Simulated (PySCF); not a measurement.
**One shape, several levels: SiH4S4 (SMILES S[Si](S)(S)S)**

Aim: a comparison of 6 runs (HF/STO-3G, B3LYP/6-31G*, PBE0/def2-SVP, TPSSh/6-311G**, MP2/def2-SVP, CCSD(T)/STO-3G) of SiH4S4. The job is set up through a Python script.

Program for the calculation: PySCF 2.14.0.

## 1. Starting point

The species is SiH4S4 (9 atoms), meant as a singlet with charge 0. As SMILES, `S[Si](S)(S)S`. The coordinates come from a PBE0-D4/def2-TZVP relaxation. This is one conformer, not always the lowest.

Bond lengths: S1–Si2 2.126 Å, Si2–S3 2.126 Å, Si2–S4 2.126 Å, Si2–S5 2.126 Å, S1–H6 1.346 Å, S3–H7 1.346 Å, S4–H8 1.346 Å, S5–H9 1.346 Å. Angles: S1–Si2–S3 106.5°, S1–Si2–S4 106.5°, S1–Si2–S5 115.6°, S3–Si2–S4 115.6°, S3–Si2–S5 106.5°, S4–Si2–S5 106.5°, Si2–S1–H6 94.0°, Si2–S3–H7 94.0°, Si2–S4–H8 94.0°, Si2–S5–H9 94.0°.

## 2. Energy and gradient at HF/STO-3G (run 1)

job.py reads:

```python
from pyscf import gto, scf

mol = gto.Mole()
mol.atom = '''
S     -1.277077     1.938481    -3.270360
Si     0.018519    -0.009827    -0.003779
S      3.981842     0.618318     0.203712
S     -1.109647    -3.841813    -0.437661
S     -1.519151     1.244196     3.490135
H     -3.671171     1.114938    -3.030932
H      4.407597    -0.144942    -2.184523
H     -0.239050    -4.542902     1.846640
H     -0.424244     3.535678     3.354453
'''
mol.max_memory = 1860
mol.charge = 0
mol.unit = 'bohr'
mol.verbose = 4
mol.basis = 'sto-3g'
mol.build()

mf = scf.RHF(mol)
mf.conv_tol = 1e-10
mf.kernel()
if not mf.converged:
    mf = mf.newton().run(mf.mo_coeff, mf.mo_occ)

e_tot = mf.e_tot
print('E(%s) = %.9f' % ('HF', e_tot))
grad = mf.nuc_grad_method().kernel()
dip = mf.dip_moment()
pop, q = mf.mulliken_pop()
```

Started as:

```bash
OMP_NUM_THREADS=1 python job.py
```

Standard output:

```text
PySCF version 2.14.0

[... 59 lines left out ...]
converged SCF energy = -1860.72036282834
[... 12 lines left out ...]
Dipole moment(X, Y, Z, Debye): -0.00229,  0.00216, -0.00079
[... 59 lines left out ...]
charge of    8H =     -0.03495
```

It took 3.9 s on 1 thread of Intel Xeon at 2.70GHz, shared host; peak memory 0.12 GiB.

## 3. Energy and forces at B3LYP/6-31G(d) (Cartesian functions) (run 2)

input.py reads:

```python
from pyscf import gto, dft

mol = gto.Mole()
mol.atom = [
    ('S', (-0.675800, 1.025800, -1.730600)),
    ('Si', (0.009800, -0.005200, -0.002000)),
    ('S', (2.107100, 0.327200, 0.107800)),
    ('S', (-0.587200, -2.033000, -0.231600)),
    ('S', (-0.803900, 0.658400, 1.846900)),
    ('H', (-1.942700, 0.590000, -1.603900)),
    ('H', (2.332400, -0.076700, -1.156000)),
    ('H', (-0.126500, -2.404000, 0.977200)),
    ('H', (-0.224500, 1.871000, 1.775100)),
]
mol.basis = '6-31g*'
mol.verbose = 4
mol.cart = True
mol.max_memory = 1860
mol.build()

mf = dft.RKS(mol)
mf.xc = 'b3lyp'
mf.grids.level = 5
mf.conv_tol = 1e-10
mf.kernel()
if not mf.converged:
    mf = mf.newton().run(mf.mo_coeff, mf.mo_occ)

e_final = mf.e_tot
print('E = %.10f Eh' % e_final)
grad = mf.nuc_grad_method().kernel()
mf.analyze()
```

Started as:

```bash
OMP_NUM_THREADS=1 python input.py
```

Standard output:

```text
PySCF version 2.14.0

[... 106 lines left out ...]
MO #8   energy= -7.95632071311165  occ= 2
[... 18 lines left out ...]
MO #27  energy= -0.746957906873545 occ= 2
[... 18 lines left out ...]
MO #46  energy= 0.0146736430094371 occ= 0
[... 18 lines left out ...]
MO #65  energy= 0.425760012870978  occ= 0
[... 18 lines left out ...]
MO #84  energy= 0.777751478038782  occ= 0
[... 18 lines left out ...]
MO #103 energy= 3.8825090966632    occ= 0
[... 115 lines left out ...]
Dipole moment(X, Y, Z, Debye): -0.00213,  0.00215, -0.00066
```

Run time: 70 s. Hardware: 1 thread of Intel Xeon at 2.70GHz, shared host; peak memory 1 GiB.

Run 3 isn't shown in full; the table further down has it.

## 4. Energy and forces at TPSSh/6-311G(d,p) (run 4)

mol.xyz reads:

```xyz
9

S     -0.675800     1.025800    -1.730600
Si     0.009800    -0.005200    -0.002000
S      2.107100     0.327200     0.107800
S     -0.587200    -2.033000    -0.231600
S     -0.803900     0.658400     1.846900
H     -1.942700     0.590000    -1.603900
H      2.332400    -0.076700    -1.156000
H     -0.126500    -2.404000     0.977200
H     -0.224500     1.871000     1.775100
```

run.py reads:

```python
import pyscf.grad
from pyscf import gto, dft

molecule = gto.M(
    atom='mol.xyz',
    charge=0,
    max_memory=1860,
    basis='6-311g**',
    spin=0,
    verbose=4,
)

mf = dft.RKS(molecule)
mf.xc = 'tpssh'
mf.grids.level = 5
mf.conv_tol = 1e-10
mf.kernel()
if not mf.converged:
    mf = mf.newton().run(mf.mo_coeff, mf.mo_occ)

e_tot = mf.e_tot
print('E = %.10f Eh' % e_tot)
grad = mf.Gradients().kernel()
mf.analyze()
```

Started as:

```bash
OMP_NUM_THREADS=1 python run.py
```

Standard output:

```text
PySCF version 2.14.0

[... 110 lines left out ...]
MO #14  energy= -5.82795801227813  occ= 2
[... 27 lines left out ...]
MO #42  energy= -0.0367094828021981 occ= 0
[... 27 lines left out ...]
MO #70  energy= 0.417416662724926  occ= 0
[... 27 lines left out ...]
MO #98  energy= 1.08312271304071   occ= 0
[... 27 lines left out ...]
MO #126 energy= 2.5001143476542    occ= 0
[... 27 lines left out ...]
MO #154 energy= 189.298465661669   occ= 0
[... 166 lines left out ...]
Dipole moment(X, Y, Z, Debye): -0.00203,  0.00209, -0.00067
```

Run time: 1.9 min. Hardware: 1 thread of Intel Xeon at 2.70GHz, shared host; peak memory 1.8 GiB.

Run 5 isn't shown in full; the table further down has it.

## 5. A single-point energy at CCSD(T)/STO-3G (run 6)

mol.xyz, as its differences from that of step 4:

```diff
@@ -1,3 +1,3 @@
 9
-
+H4S4Si
 S     -0.675800     1.025800    -1.730600
```

calc.py reads:

```python
from pyscf import gto, cc

mol = gto.M(
    atom='mol.xyz',
    charge=0,
    basis='sto-3g',
    max_memory=1860,
    verbose=3,
)

mf = mol.RHF()
mf.conv_tol = 1e-10
mf.kernel()
if not mf.converged:
    mf = mf.newton().run(mf.mo_coeff, mf.mo_occ)

mycc = cc.CCSD(mf, frozen=25)
mycc.kernel()
e_t = mycc.ccsd_t()
e_tot = mycc.e_tot + e_t
print('E(%s) = %.9f' % ('CCSD(T)', e_tot))
dip = mf.dip_moment()
pop, q = mf.mulliken_pop()
```

Started as:

```bash
OMP_NUM_THREADS=1 python calc.py
```

Standard output:

```text
converged SCF energy = -1860.72036281294
[... 3 lines left out ...]
Dipole moment(X, Y, Z, Debye): -0.00229,  0.00216, -0.00080
[... 59 lines left out ...]
charge of    8H =     -0.03495
```

It took 2.3 s on 1 thread of Intel Xeon at 2.70GHz, shared host; peak memory 0.13 GiB.

## 6. The series

```tsv
run	level	Cartesian functions	integration grid	energy (Eh)	dipole moment (D) of the reference	HOMO energy (eV)	LUMO energy (eV)	wall time
1	HF/STO-3G	no	–	-1860.720363	0.00	-7.21	8.78	3.9 s
2	B3LYP/6-31G* (Cartesian functions)	yes	5	-1884.771641	0.00	-7.38	-0.53	70 s
3	PBE0/def2-SVP	no	5	-1883.526700	0.00	-7.52	0.09	47 s
4	TPSSh/6-311G**	no	5	-1884.913269	0.00	-7.13	-1.00	1.9 min
5	MP2/def2-SVP	no	–	-1881.536090	0.00	-10.37	3.74	37 s
6	CCSD(T)/STO-3G	no	–	-1860.889626	0.00	-7.21	8.78	2.3 s
```

## 7. Outcome

| quantity | value |
| --- | --- |
| run 6: total energy | -1860.88963 Eh |
| run 6: dipole moment (Hartree–Fock density) | 0.00 D |
| run 6: HOMO energy (Hartree–Fock orbitals) | -7.21 eV |
| run 6: LUMO energy (Hartree–Fock orbitals) | 8.78 eV |
| run 6: HOMO–LUMO gap (Hartree–Fock orbitals) | 15.99 eV |
| run 6: correlation energy (25 core orbitals frozen) | -169.3 mEh |
| run 6: (T) correction | -2.02 mEh |
| run 6: T1 diagnostic | 0.007 |

**Reading.** Over runs 1, 2, 3, 4 the HOMO–LUMO gap runs from 6.13 eV (TPSSh/6-311G**) to 15.99 eV (HF/STO-3G). The two ends differ in method and basis. Totals of different functionals can't be ranked against each other. In runs 1, 6 the basis is minimal, so the values are rough. All runs together took 4.6 min, the longest 1.9 min.
